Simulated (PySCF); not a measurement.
**[Ta(OH)4]+: structure and properties**

Task: relax [Ta(OH)4]+, compute its harmonic modes and analyse its electrons. The species was built from a template and needn't be a known compound.

The runs use PySCF 2.14.0; PBE, Ta def2-SVP with ECP60, O def2-SVP, H def2-SVP; scalar-relativistic core potentials, no spin–orbit coupling.

3 further runs of the same task are left out: 2 for a known fault of the program, 1 that didn't finish.

## (1) The system as given

9 atoms, charge 1, spin multiplicity 1.

Bond lengths: Ta1–O2 1.848 Å, Ta1–O4 1.848 Å, Ta1–O6 1.848 Å, Ta1–O8 1.848 Å, O2–H3 0.966 Å, O4–H5 0.966 Å, O6–H7 0.966 Å, O8–H9 0.966 Å. Angles: O2–Ta1–O4 90.0°, O2–Ta1–O6 180.0°, O2–Ta1–O8 90.0°, O4–Ta1–O6 90.0°, O4–Ta1–O8 180.0°, O6–Ta1–O8 90.0°, Ta1–O2–H3 158.7°, Ta1–O4–H5 158.7°, Ta1–O6–H7 158.7°, Ta1–O8–H9 158.7°.

Geometry (Å):

```
atom    x (Å)    y (Å)   z (Å)
 Ta1   0.0000   0.0000  0.0000
  O2   1.8480   0.0000  0.0000
  H3   2.7480   0.0000  0.3500
  O4   0.0000   1.8480  0.0000
  H5   0.0000   2.7480  0.3500
  O6  -1.8480   0.0000  0.0000
  H7  -2.7480   0.0000  0.3500
  O8   0.0000  -1.8480  0.0000
  H9   0.0000  -2.7480  0.3500
```

Formal oxidation states: Ta +5.

## (2) SCF at the start, singlet

Input file run.py (the lines that set the calculation):

```python
mol = gto.M(atom='''
Ta     0.00000     0.00000     0.00000
O      1.84800     0.00000     0.00000
H      2.74800     0.00000     0.35000
O      0.00000     1.84800     0.00000
H      0.00000     2.74800     0.35000
O     -1.84800     0.00000     0.00000
H     -2.74800     0.00000     0.35000
O      0.00000    -1.84800     0.00000
H      0.00000    -2.74800     0.35000''',
    basis={'Ta': 'def2-SVP', 'O': 'def2-SVP', 'H': 'def2-SVP'},
    ecp={'Ta': 'def2-SVP'},
    charge=1, spin=0)
mf = dft.RKS(mol, xc='PBE')
mf.grids.atom_grid = (50, 194)
mf = mf.density_fit()  # fitting sets: Ta def2-universal-JKFIT, O def2-universal-JKFIT, H def2-universal-JKFIT
mf.conv_tol = 1e-08; mf.max_cycle = 55
mf.kernel(dm0)  # dm0: free metal ions and neutral atoms
```

Run with:

```bash
$ OMP_NUM_THREADS=2 python run.py
```

The log of the run:

```text
init E= -359.749149335713
  HOMO = -0.639810995084609  LUMO = -0.43028466103474  gap/eV = 5.70150
cycle= 1 E= -359.026383700351  delta_E= 0.723  |g|= 1.84  |ddm|= 3.53
  HOMO = -0.242562728611678  LUMO = -0.173578853995475  gap/eV = 1.87715
cycle= 2 E= -352.719371945041  delta_E= 6.31  |g|= 5.29  |ddm|=  5.1
  HOMO = -0.394968977296223  LUMO = -0.246782949087091  gap/eV = 4.03235
cycle= 3 E= -359.430398563874  delta_E= -6.71  |g|= 0.913  |ddm|= 4.62
  HOMO = -0.451766102853021  LUMO = -0.394844705808399  gap/eV = 1.54891
cycle= 4 E= -359.669960304581  delta_E= -0.24  |g|= 0.188  |ddm|= 1.14
  HOMO = -0.423999711926168  LUMO = -0.380723865784901  gap/eV = 1.17760
cycle= 5 E= -359.678241428173  delta_E= -0.00828  |g|= 0.0304  |ddm|= 0.193
  HOMO = -0.424726376130266  LUMO = -0.378924442581418  gap/eV = 1.24633
cycle= 6 E= -359.678437685219  delta_E= -0.000196  |g|= 0.0104  |ddm|= 0.0273
  HOMO = -0.425086336910212  LUMO = -0.378700154014595  gap/eV = 1.26223
cycle= 7 E= -359.678460389343  delta_E= -2.27e-05  |g|= 0.00166  |ddm|= 0.00852
  HOMO = -0.425140990423799  LUMO = -0.378632263908532  gap/eV = 1.26557
cycle= 8 E= -359.678460978499  delta_E= -5.89e-07  |g|= 0.000194  |ddm|= 0.00106
  HOMO = -0.425141658897168  LUMO = -0.378621275160793  gap/eV = 1.26588
cycle= 9 E= -359.678460986386  delta_E= -7.89e-09  |g|= 3.8e-05  |ddm|= 0.00015
  HOMO = -0.425147025333747  LUMO = -0.378614048295699  gap/eV = 1.26623
Extra cycle  E= -359.678460984142  delta_E= 2.24e-09  |g|= 0.000108  |ddm|= 0.000104
converged SCF energy = -359.678460984142
```

It took 3.3 s on 2 threads of Arm Neoverse V2, shared host; peak memory 0.58 GiB.

Result: E = -359.678461 Eh, HOMO -11.57 eV, LUMO -10.30 eV, Mulliken charge on Ta1 +1.30 e. 

## (3) Relaxation, singlet

Steps are kept in the start's point group, C4v.

Input file run.py (the lines that set the calculation):

```python
mol = gto.M(atom='''
Ta     0.00000     0.00000    -0.00567
O      1.84800     0.00000    -0.00567
H      2.74800     0.00000     0.34433
O      0.00000     1.84800    -0.00567
H      0.00000     2.74800     0.34433
O     -1.84800     0.00000    -0.00567
H     -2.74800     0.00000     0.34433
O      0.00000    -1.84800    -0.00567
H      0.00000    -2.74800     0.34433''',
    basis={'Ta': 'def2-SVP', 'O': 'def2-SVP', 'H': 'def2-SVP'},
    ecp={'Ta': 'def2-SVP'},
    charge=1, spin=0)
mf = dft.RKS(mol, xc='PBE')
mf.grids.atom_grid = (50, 194)
mf = mf.density_fit()  # fitting sets: Ta def2-universal-JKFIT, O def2-universal-JKFIT, H def2-universal-JKFIT
mf.conv_tol = 1e-08; mf.max_cycle = 55
mf.kernel(dm0)  # dm0: an SCF of this state at this start
# quasi-Newton relaxation in Cartesian coordinates to a largest gradient under 0.00045 Eh/bohr, steps kept in the point group
```

Run with:

```bash
$ OMP_NUM_THREADS=2 python run.py
```

The driver keeps no SCF log for this step, only its results.

Run time: 62 s. Hardware: 2 threads of Arm Neoverse V2, shared host.

The steps of the relaxation:

| step | energy from step 1 (eV) | largest force component (eV/Å) |
| --- | --- | --- |
| 1 | 0.0000 | 2.1159 |
| 2 | -0.3002 | 1.4076 |
| 3 | -0.3882 | 0.8168 |
| 4 | -0.4423 | 0.2667 |
| 5 | -0.4628 | 0.1355 |
| 6 | -0.4689 | 0.0548 |
| 7 | -0.4717 | 0.0678 |
| 8 | -0.4861 | 0.1875 |
| 9 | -0.4865 | 0.5178 |
| 10 | -0.4959 | 0.0865 |
| 11 | -0.4976 | 0.0430 |
| 12 | -0.4984 | 0.0463 |
| 13 | -0.4985 | 0.0237 |
| 14 | -0.4986 | 0.0102 |
| 15 | -0.4986 | 0.0053 |

Distances of close pairs at the start and the end, largest changes first:

```csv
bond,before (Å),after (Å),change (Å)
Ta1–O2,1.848,1.885,+0.037
Ta1–O4,1.848,1.885,+0.037
Ta1–O6,1.848,1.885,+0.037
Ta1–O8,1.848,1.885,+0.037
O2–H3,0.966,0.972,+0.007
O4–H5,0.966,0.972,+0.007
O6–H7,0.966,0.972,+0.007
O8–H9,0.966,0.972,+0.007
```

It ends in C4v at E = -359.696784 Eh.

```
Ta    0.0000    0.0000   -0.3634
O     1.8509    0.0000   -0.0078
H     2.7161    0.0000    0.4359
O     0.0000    1.8509   -0.0078
H     0.0000    2.7161    0.4359
O    -1.8509    0.0000   -0.0078
H    -2.7161    0.0000    0.4359
O     0.0000   -1.8509   -0.0078
H     0.0000   -2.7161    0.4359
```

## (4) The relaxed geometry turned into its symmetry frame

Input file run.py (the lines that set the calculation):

```python
mol = gto.M(atom='''
Ta     0.00000     0.00000    -0.10434
O      1.85091     0.00000     0.25129
H      2.71610     0.00000     0.69501
O      0.00000     1.85091     0.25129
H      0.00000     2.71610     0.69501
O     -1.85091     0.00000     0.25129
H     -2.71610     0.00000     0.69501
O      0.00000    -1.85091     0.25129
H      0.00000    -2.71610     0.69501''',
    basis={'Ta': 'def2-SVP', 'O': 'def2-SVP', 'H': 'def2-SVP'},
    ecp={'Ta': 'def2-SVP'},
    charge=1, spin=0)
mf = dft.RKS(mol, xc='PBE')
mf.grids.atom_grid = (50, 194)
mf = mf.density_fit()  # fitting sets: Ta def2-universal-JKFIT, O def2-universal-JKFIT, H def2-universal-JKFIT
mf.conv_tol = 1e-08; mf.max_cycle = 55
mf.kernel(dm0)  # dm0: free metal ions and neutral atoms
```

Run with:

```bash
$ OMP_NUM_THREADS=2 python run.py
```

The log of the run:

```text
init E= -359.691289890037
  HOMO = -0.630399971970689  LUMO = -0.423129682667781  gap/eV = 5.64011
cycle= 1 E= -359.033538526506  delta_E= 0.658  |g|= 1.84  |ddm|= 3.46
  HOMO = -0.222930636394187  LUMO = -0.168831973571115  gap/eV = 1.47210
cycle= 2 E= -351.749613595085  delta_E= 7.28  |g|= 5.61  |ddm|= 5.33
  HOMO = -0.386496020096068  LUMO = -0.239710091586439  gap/eV = 3.99425
cycle= 3 E= -359.444294241149  delta_E= -7.69  |g|= 0.91  |ddm|= 4.88
  HOMO = -0.445747818504195  LUMO = -0.393293653593823  gap/eV = 1.42735
cycle= 4 E= -359.681040552373  delta_E= -0.237  |g|= 0.247  |ddm|= 1.23
  HOMO = -0.417348090452361  LUMO = -0.37100695928121  gap/eV = 1.26101
cycle= 5 E= -359.696088407486  delta_E= -0.015  |g|= 0.0548  |ddm|= 0.223
  HOMO = -0.41914374120336  LUMO = -0.369632280520705  gap/eV = 1.34728
cycle= 6 E= -359.696677203713  delta_E= -0.000589  |g|= 0.0213  |ddm|= 0.0386
  HOMO = -0.419777814627466  LUMO = -0.368673112164903  gap/eV = 1.39063
cycle= 7 E= -359.696783170957  delta_E= -0.000106  |g|= 0.00137  |ddm|= 0.0168
  HOMO = -0.419747413175038  LUMO = -0.368598449525752  gap/eV = 1.39183
cycle= 8 E= -359.696783586983  delta_E= -4.16e-07  |g|= 0.000269  |ddm|= 0.00133
  HOMO = -0.41975962601343  LUMO = -0.368591144625597  gap/eV = 1.39237
cycle= 9 E= -359.696783602796  delta_E= -1.58e-08  |g|= 2.77e-05  |ddm|= 0.000199
  HOMO = -0.419759287456273  LUMO = -0.368588595559071  gap/eV = 1.39243
cycle= 10 E= -359.696783602987  delta_E= -1.91e-10  |g|= 1.27e-06  |ddm|= 3.05e-05
  HOMO = -0.419759356639677  LUMO = -0.368588900858239  gap/eV = 1.39242
Extra cycle  E= -359.696783602988  delta_E= -7.96e-13  |g|= 2.7e-06  |ddm|= 3.36e-06
converged SCF energy = -359.696783602988
```

Wall time 2.7 s (2 threads of Arm Neoverse V2, shared host).

Read off: E = -359.696784 Eh, HOMO -11.42 eV, LUMO -10.03 eV, Mulliken charge on Ta1 +1.27 e. 

## (5) Frequencies and infrared intensities

Edit run.py (the lines that set the calculation) of step 4 so:

```diff
@@ -16,3 +16,4 @@
 mf = mf.density_fit()  # fitting sets: Ta def2-universal-JKFIT, O def2-universal-JKFIT, H def2-universal-JKFIT
-mf.conv_tol = 1e-08; mf.max_cycle = 55
-mf.kernel(dm0)  # dm0: free metal ions and neutral atoms
+mf.conv_tol = 1e-10; mf.max_cycle = 55
+mf.kernel(dm0)  # dm0: the density of the relaxed state
+# Hessian and dipole derivatives by central differences of gradients, 0.02 bohr
```

Run with:

```bash
$ OMP_NUM_THREADS=2 python run.py
```

No log is kept here; the results follow.

Wall time 53 s (2 threads of Arm Neoverse V2, shared host).

Point group C4v; negative numbers are unstable modes, and those under 60 cm⁻¹ are near the numerical noise:

```
cm⁻¹  km/mol  symmetry
-300     0.0        a2
-290   266.8         e
-290   266.8         e
-211     0.0        b1
  93     0.0        b2
 139    12.4        a1
 304    32.9         e
 304    32.9         e
 381     0.0        b2
 470     0.0        b1
 565   489.3        a1
 609   140.4         e
 609   140.4         e
 699     0.0        b1
 726   171.1         e
 726   171.1         e
 783     8.5        a1
3789     0.0        b1
3792   917.0         e
3792   917.0         e
3808   173.2        a1
```

## (6) Displaced along the imaginary mode

Steps are kept in the start's point group, C4.

Input file run.py (the lines that set the calculation):

```python
mol = gto.M(atom='''
Ta     0.00000     0.00000    -0.10434
O      1.85091    -0.02312     0.25129
H      2.71610     0.25000     0.69501
O      0.02312     1.85091     0.25129
H     -0.25000     2.71610     0.69501
O     -1.85091     0.02312     0.25129
H     -2.71610    -0.25000     0.69501
O     -0.02312    -1.85091     0.25129
H      0.25000    -2.71610     0.69501''',
    basis={'Ta': 'def2-SVP', 'O': 'def2-SVP', 'H': 'def2-SVP'},
    ecp={'Ta': 'def2-SVP'},
    charge=1, spin=0)
mf = dft.RKS(mol, xc='PBE')
mf.grids.atom_grid = (50, 194)
mf = mf.density_fit()  # fitting sets: Ta def2-universal-JKFIT, O def2-universal-JKFIT, H def2-universal-JKFIT
mf.conv_tol = 1e-08; mf.max_cycle = 55
mf.kernel(dm0)  # dm0: an SCF of this state at this start
# quasi-Newton relaxation in Cartesian coordinates to a largest gradient under 0.00045 Eh/bohr, steps kept in the point group
```

Run with:

```bash
$ OMP_NUM_THREADS=2 python run.py
```

The driver keeps no SCF log for this step, only its results.

It took 48 s on 2 threads of Arm Neoverse V2, shared host.

Step by step:

```
step  energy from step 1 (eV)  largest force component (eV/Å)
   1                   0.0000                          1.5079
   2                  -0.1240                          0.2834
   3                  -0.1298                          0.0674
   4                  -0.1348                          0.1945
   5                  -0.1470                          0.6041
   6                  -0.1570                          0.4274
   7                  -0.1760                          0.2184
   8                  -0.1809                          0.2262
   9                  -0.1819                          0.1421
  10                  -0.1852                          0.0398
  11                  -0.1857                          0.0207
  12                  -0.1859                          0.0037
```

Distances of close pairs at the start and the end, largest changes first:

```csv
bond,before (Å),after (Å),change (Å)
O2–H3,1.010,0.977,-0.033
O4–H5,1.010,0.977,-0.033
O6–H7,1.010,0.977,-0.033
O8–H9,1.010,0.977,-0.033
Ta1–O2,1.885,1.897,+0.012
Ta1–O4,1.885,1.897,+0.012
Ta1–O6,1.885,1.897,+0.012
Ta1–O8,1.885,1.897,+0.012
```

It ends in C4 at E = -359.700480 Eh.

| atom | x (Å) | y (Å) | z (Å) |
| --- | --- | --- | --- |
| Ta1 | 0.00000 | 0.00000 | -0.23445 |
| O2 | 1.82532 | -0.17892 | 0.25139 |
| H3 | 2.50585 | 0.33648 | 0.72744 |
| O4 | 0.17892 | 1.82532 | 0.25139 |
| H5 | -0.33648 | 2.50585 | 0.72744 |
| O6 | -1.82532 | 0.17892 | 0.25139 |
| H7 | -2.50585 | -0.33648 | 0.72744 |
| O8 | -0.17892 | -1.82532 | 0.25139 |
| H9 | 0.33648 | -2.50585 | 0.72744 |

(Part 1 of 2 ends here.)
